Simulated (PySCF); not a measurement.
# A gas-phase reaction: AlH5N2 + FH → AlFH4N2 + H2

What reaction energy should one expect for `[NH2][AlH][NH2]` + `F` → `[NH2][Al]([NH2])[F]` + `[H][H]`?

Computed with PySCF 2.14.0; each step states its level. No surroundings beyond the atoms listed, unless a continuum is named. Atoms count from 0, parts from 1.

## Step 1: Starting point

Each species was relaxed by itself at PBE0-D3(BJ)/def2-SVPD.

## Step 2: Reaction energy: wB97M-D3(BJ)/def2-TZVPD

The job: settings as JSON, then the geometry in Å.

```
{"job": {"kind": "react", "xc": "wB97M-D3(BJ)", "basis": "def2-TZVPD"}, "charge": 0, "multiplicity": 1}
-1 AlH5N2 charge 0 multiplicity 1
N      1.357120    -0.749740     0.235750
Al    -0.004930     0.028910    -0.609450
N     -1.352830     0.723610     0.326960
H      2.149440    -1.160410    -0.239990
H      1.464890    -0.850180     1.236230
H     -0.016730     0.103130    -2.188490
H     -2.151660     1.178000    -0.095000
H     -1.445270     0.726670     1.333980

-1 FH charge 0 multiplicity 1
F      0.457740    -0.044670    -0.012790
H     -0.457740     0.044670     0.012790

+1 AlFH4N2 charge 0 multiplicity 1
N     -0.548550     1.489640     0.058880
Al    -0.199210    -0.159230    -0.475100
N      0.759510    -1.323900     0.446700
F     -0.818600    -0.652480    -1.954580
H     -0.252540     1.901830     0.932590
H     -1.089030     2.151570    -0.481080
H      1.202500    -1.149420     1.337890
H      0.947370    -2.267080     0.135290

+1 H2 charge 0 multiplicity 1
H      0.379310     0.022620     0.015550
H     -0.379310    -0.022620    -0.015550
```

Method: wB97M-D3(BJ)/def2-TZVPD reaction energy of separated species, gas phase.

Command:

```sh
OMP_NUM_THREADS=1 python cluster_run.py task.json out
```

One launch serves the whole session: the jobs run in the order shown.

Output:

```text
species 1 (AlH5N2)
coarse grid: 28952 points
cycle   1  E = -355.0645940877  dE = -2.598e-02  |g| = 5.449e-01  |ddm| = 2.096e+00
cycle   2  E = -355.0751375419  dE = -1.054e-02  |g| = 5.560e-01  |ddm| = 6.962e-01
cycle   3  E = -355.1360384179  dE = -6.090e-02  |g| = 2.885e-02  |ddm| = 3.127e-01
cycle   4  E = -355.1365316144  dE = -4.932e-04  |g| = 9.448e-03  |ddm| = 4.586e-02
cycle   5  E = -355.1365753447  dE = -4.373e-05  |g| = 1.788e-03  |ddm| = 1.777e-02
cycle   6  E = -355.1365779358  dE = -2.591e-06  |g| = 4.152e-04  |ddm| = 4.861e-03
final grid: 60736 points
cycle   7  E = -355.1365453159  dE = -1.206e-07  |g| = 2.203e-04  |ddm| = 3.506e-03
cycle   8  E = -355.1365453308  dE = -1.489e-08  |g| = 1.836e-04  |ddm| = 6.855e-04
cycle   9  E = -355.1365453371  dE = -6.311e-09  |g| = 3.596e-05  |ddm| = 1.682e-04
cycle  10  E = -355.1365453382  dE = -1.043e-09  |g| = 1.966e-05  |ddm| = 1.269e-04
cycle  11  E = -355.1365453384  dE = -1.646e-10  |g| = 1.257e-06  |ddm| = 5.382e-05
converged SCF energy = -355.1365453384

species 2 (FH)
coarse grid: 7776 points
cycle   1  E = -100.4688239843  dE = -9.408e-02  |g| = 4.644e-01  |ddm| = 6.197e-01
cycle   2  E = -100.4725050909  dE = -3.681e-03  |g| = 5.038e-01  |ddm| = 3.808e-01
cycle   3  E = -100.5053191055  dE = -3.281e-02  |g| = 2.574e-02  |ddm| = 1.678e-01
cycle   4  E = -100.5053950831  dE = -7.598e-05  |g| = 5.006e-03  |ddm| = 1.077e-02
cycle   5  E = -100.5053997241  dE = -4.641e-06  |g| = 4.334e-04  |ddm| = 3.766e-03
final grid: 16976 points
cycle   6  E = -100.5053932178  dE = -6.418e-08  |g| = 1.037e-04  |ddm| = 8.208e-04
cycle   7  E = -100.5053932213  dE = -3.459e-09  |g| = 7.677e-05  |ddm| = 2.164e-04
cycle   8  E = -100.5053932220  dE = -7.733e-10  |g| = 2.127e-05  |ddm| = 3.708e-05
converged SCF energy = -100.5053932220

species 3 (AlFH4N2)
coarse grid: 31784 points
cycle   1  E = -454.4237380724  dE =  7.471e-02  |g| = 7.395e-01  |ddm| = 2.224e+00
cycle   2  E = -454.4276745547  dE = -3.936e-03  |g| = 8.403e-01  |ddm| = 8.614e-01
cycle   3  E = -454.5325695764  dE = -1.049e-01  |g| = 5.458e-02  |ddm| = 3.892e-01
cycle   4  E = -454.5332309324  dE = -6.614e-04  |g| = 3.733e-02  |ddm| = 6.166e-02
cycle   5  E = -454.5335352922  dE = -3.044e-04  |g| = 7.590e-03  |ddm| = 2.480e-02
cycle   6  E = -454.5335559746  dE = -2.068e-05  |g| = 1.252e-03  |ddm| = 1.059e-02
cycle   7  E = -454.5335571697  dE = -1.195e-06  |g| = 3.031e-04  |ddm| = 2.558e-03
final grid: 66968 points
cycle   8  E = -454.5335361977  dE = -1.672e-07  |g| = 1.948e-04  |ddm| = 2.925e-03
cycle   9  E = -454.5335362059  dE = -8.156e-09  |g| = 1.821e-04  |ddm| = 4.599e-04
cycle  10  E = -454.5335362119  dE = -6.033e-09  |g| = 2.917e-05  |ddm| = 1.134e-04
cycle  11  E = -454.5335362126  dE = -6.512e-10  |g| = 1.340e-05  |ddm| = 8.004e-05
converged SCF energy = -454.5335362126

species 4 (H2)
coarse grid: 4944 points
cycle   1  E = -1.1694180072  dE = -2.751e-01  |g| = 9.861e-03  |ddm| = 4.504e-01
cycle   2  E = -1.1694522403  dE = -3.423e-05  |g| = 1.161e-03  |ddm| = 9.676e-03
cycle   3  E = -1.1694529226  dE = -6.822e-07  |g| = 1.815e-04  |ddm| = 1.918e-03
final grid: 10744 points
cycle   4  E = -1.1694520556  dE = -2.394e-08  |g| = 4.104e-05  |ddm| = 3.861e-04
cycle   5  E = -1.1694520569  dE = -1.262e-09  |g| = 9.600e-06  |ddm| = 9.149e-05
cycle   6  E = -1.1694520570  dE = -7.482e-11  |g| = 3.021e-07  |ddm| = 2.863e-05
converged SCF energy = -1.1694520570

Reaction energy = -38.368 kcal/mol
```

Run time: 18 s. Hardware: 1 thread of Arm Neoverse V1, shared host; peak memory 0.64 GiB.

Species by species (with the dispersion term, which the log's SCF energies lack):

| ν | species | energy (Eh) | HOMO (eV) |
| --- | --- | --- | --- |
| -1 | [NH2][AlH][NH2] | -355.14219 | -9.43 |
| -1 | F | -100.50563 | -14.54 |
| +1 | [NH2][Al]([NH2])[F] | -454.53930 | -9.76 |
| +1 | [H][H] | -1.16967 | -14.48 |

## Step 3: Energies of the species: PBE0-D3(BJ)/def2-TZVPD

Settings changed since step 2:

```diff
@@ -1,2 +1,2 @@
-{"job": {"kind": "react", "xc": "wB97M-D3(BJ)", "basis": "def2-TZVPD"}, "charge": 0, "multiplicity": 1}
+{"job": {"kind": "react", "xc": "PBE0", "basis": "def2-TZVPD", "disp": "d3bj"}, "charge": 0, "multiplicity": 1}
 -1 AlH5N2 charge 0 multiplicity 1
```

Method: PBE0-D3(BJ)/def2-TZVPD reaction energy of separated species, gas phase.

Output:

```text
species 1 (AlH5N2)
coarse grid: 6848 points
cycle   1  E = -354.7385867430  dE =  2.244e-03  |g| = 6.544e-01  |ddm| = 2.220e+00
cycle   2  E = -354.6123855721  dE =  1.262e-01  |g| = 9.937e-01  |ddm| = 1.011e+00
cycle   3  E = -354.8315482353  dE = -2.192e-01  |g| = 3.813e-02  |ddm| = 6.136e-01
cycle   4  E = -354.8319254338  dE = -3.772e-04  |g| = 1.066e-02  |ddm| = 3.766e-02
cycle   5  E = -354.8319563099  dE = -3.088e-05  |g| = 1.957e-03  |ddm| = 1.404e-02
cycle   6  E = -354.8319571602  dE = -8.504e-07  |g| = 4.059e-04  |ddm| = 2.160e-03
final grid: 60736 points
cycle   7  E = -354.8237540942  dE = -1.861e-05  |g| = 7.662e-03  |ddm| = 3.479e-02
cycle   8  E = -354.8237388929  dE =  1.520e-05  |g| = 1.148e-02  |ddm| = 1.021e-02
cycle   9  E = -354.8237659051  dE = -2.701e-05  |g| = 1.435e-04  |ddm| = 6.183e-03
cycle  10  E = -354.8237659109  dE = -5.810e-09  |g| = 4.547e-05  |ddm| = 2.267e-04
cycle  11  E = -354.8237659114  dE = -5.215e-10  |g| = 1.142e-05  |ddm| = 4.590e-05
converged SCF energy = -354.8237659114

species 2 (FH)
coarse grid: 1712 points
cycle   1  E = -100.3540356448  dE = -3.605e-02  |g| = 4.957e-01  |ddm| = 6.253e-01
cycle   2  E = -100.3145201904  dE =  3.952e-02  |g| = 7.429e-01  |ddm| = 5.125e-01
cycle   3  E = -100.3937554246  dE = -7.924e-02  |g| = 2.284e-02  |ddm| = 2.892e-01
cycle   4  E = -100.3938309944  dE = -7.557e-05  |g| = 4.204e-03  |ddm| = 9.787e-03
cycle   5  E = -100.3938329778  dE = -1.983e-06  |g| = 3.553e-04  |ddm| = 1.247e-03
final grid: 16976 points
cycle   6  E = -100.3948394114  dE = -1.849e-05  |g| = 3.963e-03  |ddm| = 7.417e-03
cycle   7  E = -100.3948375239  dE =  1.887e-06  |g| = 5.446e-03  |ddm| = 3.324e-03
cycle   8  E = -100.3948415354  dE = -4.012e-06  |g| = 1.003e-04  |ddm| = 1.995e-03
cycle   9  E = -100.3948415367  dE = -1.306e-09  |g| = 1.789e-05  |ddm| = 3.961e-05
cycle  10  E = -100.3948415368  dE = -4.876e-11  |g| = 3.041e-06  |ddm| = 1.029e-05
converged SCF energy = -100.3948415368

species 3 (AlFH4N2)
coarse grid: 7320 points
cycle   1  E = -453.9777512787  dE =  1.246e-01  |g| = 8.501e-01  |ddm| = 2.343e+00
cycle   2  E = -453.8050347063  dE =  1.727e-01  |g| = 1.323e+00  |ddm| = 1.181e+00
cycle   3  E = -454.1125587699  dE = -3.075e-01  |g| = 6.822e-02  |ddm| = 6.937e-01
cycle   4  E = -454.1129598178  dE = -4.010e-04  |g| = 4.755e-02  |ddm| = 5.791e-02
cycle   5  E = -454.1133496100  dE = -3.898e-04  |g| = 5.625e-03  |ddm| = 2.467e-02
cycle   6  E = -454.1133564276  dE = -6.818e-06  |g| = 8.799e-04  |ddm| = 5.650e-03
final grid: 66968 points
cycle   7  E = -454.1094711676  dE = -3.637e-05  |g| = 7.603e-03  |ddm| = 4.074e-02
cycle   8  E = -454.1094582437  dE =  1.292e-05  |g| = 1.097e-02  |ddm| = 1.003e-02
cycle   9  E = -454.1094825132  dE = -2.427e-05  |g| = 3.958e-04  |ddm| = 5.973e-03
cycle  10  E = -454.1094825293  dE = -1.609e-08  |g| = 2.842e-04  |ddm| = 3.691e-04
cycle  11  E = -454.1094825407  dE = -1.139e-08  |g| = 4.832e-05  |ddm| = 1.502e-04
cycle  12  E = -454.1094825411  dE = -3.990e-10  |g| = 8.144e-06  |ddm| = 3.797e-05
converged SCF energy = -454.1094825411

species 4 (H2)
coarse grid: 1240 points
cycle   1  E = -1.1670660426  dE = -2.327e-01  |g| = 2.266e-02  |ddm| = 4.588e-01
cycle   2  E = -1.1672535060  dE = -1.875e-04  |g| = 3.233e-03  |ddm| = 1.897e-02
cycle   3  E = -1.1672579625  dE = -4.457e-06  |g| = 9.767e-05  |ddm| = 2.761e-03
final grid: 10744 points
cycle   4  E = -1.1681371147  dE = -1.912e-06  |g| = 2.722e-04  |ddm| = 1.552e-03
cycle   5  E = -1.1681371427  dE = -2.805e-08  |g| = 3.978e-05  |ddm| = 2.443e-04
cycle   6  E = -1.1681371433  dE = -6.268e-10  |g| = 1.233e-06  |ddm| = 3.083e-05
converged SCF energy = -1.1681371433

Reaction energy = -37.103 kcal/mol
```

Wall time 8.1 s (1 thread of Arm Neoverse V1, shared host); peak memory 0.61 GiB.

Reaction energy at this level: -37.10 kcal/mol.

## Step 4: Reaction energy: MP2/def2-TZVPD

Settings changed since step 3:

```diff
@@ -1,2 +1,2 @@
-{"job": {"kind": "react", "xc": "PBE0", "basis": "def2-TZVPD", "disp": "d3bj"}, "charge": 0, "multiplicity": 1}
+{"job": {"kind": "react", "xc": "MP2", "basis": "def2-TZVPD"}, "charge": 0, "multiplicity": 1}
 -1 AlH5N2 charge 0 multiplicity 1
```

With the program's defaults for keys left out, this is: MP2/def2-TZVPD reaction energy of separated species, gas phase.

Output:

```text
species 1 (AlH5N2)
final grid: 60736 points
cycle   1  E = -353.8141863238  dE = -9.121e-02  |g| = 3.905e-01  |ddm| = 2.056e+00
cycle   2  E = -353.8515882657  dE = -3.740e-02  |g| = 1.857e-01  |ddm| = 4.366e-01
cycle   3  E = -353.8592027684  dE = -7.615e-03  |g| = 4.660e-02  |ddm| = 1.314e-01
cycle   4  E = -353.8600089561  dE = -8.062e-04  |g| = 7.032e-03  |ddm| = 6.108e-02
cycle   5  E = -353.8600364688  dE = -2.751e-05  |g| = 1.888e-03  |ddm| = 1.383e-02
cycle   6  E = -353.8600390055  dE = -2.537e-06  |g| = 5.337e-04  |ddm| = 3.235e-03
cycle   7  E = -353.8600392092  dE = -2.037e-07  |g| = 1.169e-04  |ddm| = 1.106e-03
cycle   8  E = -353.8600392199  dE = -1.066e-08  |g| = 3.210e-05  |ddm| = 2.359e-04
cycle   9  E = -353.8600392208  dE = -8.974e-10  |g| = 6.056e-06  |ddm| = 7.350e-05
converged SCF energy = -353.8600392208

species 2 (FH)
final grid: 16976 points
cycle   1  E = -100.0371204013  dE = -1.649e-01  |g| = 4.007e-01  |ddm| = 6.032e-01
cycle   2  E = -100.0578879890  dE = -2.077e-02  |g| = 2.336e-01  |ddm| = 2.533e-01
cycle   3  E = -100.0646342855  dE = -6.746e-03  |g| = 2.356e-02  |ddm| = 8.091e-02
cycle   4  E = -100.0647517118  dE = -1.174e-04  |g| = 6.199e-03  |ddm| = 1.253e-02
cycle   5  E = -100.0647674230  dE = -1.571e-05  |g| = 1.459e-03  |ddm| = 5.121e-03
cycle   6  E = -100.0647686959  dE = -1.273e-06  |g| = 2.290e-04  |ddm| = 1.848e-03
cycle   7  E = -100.0647687303  dE = -3.438e-08  |g| = 1.958e-05  |ddm| = 4.211e-04
cycle   8  E = -100.0647687305  dE = -1.847e-10  |g| = 2.360e-06  |ddm| = 2.495e-05
converged SCF energy = -100.0647687305

species 3 (AlFH4N2)
final grid: 66968 points
cycle   1  E = -452.7796082683  dE = -3.213e-02  |g| = 5.873e-01  |ddm| = 2.163e+00
cycle   2  E = -452.8342295771  dE = -5.462e-02  |g| = 3.646e-01  |ddm| = 5.403e-01
cycle   3  E = -452.8530060115  dE = -1.878e-02  |g| = 4.522e-02  |ddm| = 1.745e-01
cycle   4  E = -452.8538777333  dE = -8.717e-04  |g| = 1.131e-02  |ddm| = 6.676e-02
cycle   5  E = -452.8539381150  dE = -6.038e-05  |g| = 5.102e-03  |ddm| = 1.530e-02
cycle   6  E = -452.8539475070  dE = -9.392e-06  |g| = 1.255e-03  |ddm| = 5.268e-03
cycle   7  E = -452.8539486878  dE = -1.181e-06  |g| = 3.534e-04  |ddm| = 1.848e-03
cycle   8  E = -452.8539487737  dE = -8.588e-08  |g| = 6.017e-05  |ddm| = 6.152e-04
cycle   9  E = -452.8539487763  dE = -2.628e-09  |g| = 1.624e-05  |ddm| = 1.169e-04
cycle  10  E = -452.8539487765  dE = -1.959e-10  |g| = 3.731e-06  |ddm| = 3.497e-05
converged SCF energy = -452.8539487765

species 4 (H2)
final grid: 10744 points
cycle   1  E = -1.1312980430  dE = -3.213e-01  |g| = 4.426e-02  |ddm| = 4.479e-01
cycle   2  E = -1.1322328299  dE = -9.348e-04  |g| = 7.183e-03  |ddm| = 3.751e-02
cycle   3  E = -1.1322675301  dE = -3.470e-05  |g| = 8.111e-04  |ddm| = 1.078e-02
cycle   4  E = -1.1322679451  dE = -4.150e-07  |g| = 2.771e-05  |ddm| = 1.627e-03
cycle   5  E = -1.1322679456  dE = -4.855e-10  |g| = 2.610e-06  |ddm| = 6.834e-05
converged SCF energy = -1.1322679456

Reaction energy = -41.308 kcal/mol
```

Wall time 4.1 s (1 thread of Arm Neoverse V1, shared host); peak memory 0.44 GiB.

Reaction energy at this level: -41.31 kcal/mol.

## Step 5: Side by side

Energies in kcal/mol, with wall time:

| run | reaction | time |
| --- | --- | --- |
| wB97M-D3(BJ)/def2-TZVPD | -38.37 | 18 s |
| PBE0-D3(BJ)/def2-TZVPD | -37.10 | 8.1 s |
| MP2/def2-TZVPD | -41.31 | 4.1 s |

## Step 6: What came out

| quantity | value |
| --- | --- |
| reaction energy (wB97M-D3(BJ)/def2-TZVPD) | -38.37 kcal/mol |
| ΔH, ΔG at 298 K (xTB thermal terms) | -40.1, -38.2 kcal/mol |
| range of the reaction energy over the runs of this table | -41.31 to -37.10 kcal/mol |

The reaction is exothermic by 40.1 kcal/mol in the gas phase; dispersion gives -0.06, and xTB itself gave -41.62 for the electronic energy (xTB energies and thermal terms come from the earlier relaxation of each species, not shown). No barrier was sought. The reaction energy runs from -41.31 (MP2/def2-TZVPD) to -37.10 kcal/mol (PBE0-D3(BJ)/def2-TZVPD).
